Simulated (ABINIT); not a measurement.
Input of an ABINIT 10.8.3 (patched build) run:

Contents of run.abi:

```
# Pseudopotentials
pp_dirpath "./"
pseudos "Si.upf, S.upf"

# Structure
acell 4.3742596735 4.3742596735 4.3742596735 Angstrom
rprim
    -0.5773502692     0.5773502692     0.5773502692
     0.5773502692    -0.5773502692     0.5773502692
     0.5773502692     0.5773502692    -0.5773502692
ntypat 2
znucl 14 16
natom 4
typat 1 1 1 2
chkprim 0
chksymtnons 0
tolsym 1.0e-6
xred
            0.0            1/2            1/2
            1/2            0.0            1/2
            1/2            1/2            0.0
            0.0            0.0            0.0

# Plane-wave basis
ecut 26.0
ecutsm 0.5

# k points
kptopt 1
ngkpt 6 6 6
nshiftk 1
shiftk 0.0 0.0 0.0

# Exchange and correlation
ixc 11

# Bands and occupations
nband 13
occopt 3
tsmear 0.05 eV

# SCF cycle
nstep 80
tolvrs 1.0e-12

# Output
iomode 3
prteig 0
prtebands 0
prtwf 0
prtden 0

# Relaxation
ionmov 2
optcell 2
ntime 50
tolmxf 2.0e-5
dilatmx 1.08
```

Potentials or basis: PseudoDojo NC SR PBE v0.4.1 standard.

The run is started by

```console
$ abinit run.abi > log 2>&1
```

Problem. What does it give for the space group after relaxing (to 0.05 Å)?

Solution. Im-3m (No. 229).

Problem. Predict the relaxed cell.

Solution. a = 4.366 Å, b = 4.366 Å, c = 4.366 Å, α = 109.47°, β = 109.47°, γ = 109.47°.

Problem. Estimate the band gap on the k mesh.

Solution. None (metal or under the smearing width).

Step by step:
```tsv
step	energy change (eV)	largest force (eV/Å)	pressure (GPa)	volume (Å³)
1	0.0000	0.0000	-0.54	64.43
2	-0.0003	0.0000	-0.38	64.32
3	-0.0006	0.0000	0.00	64.07
```
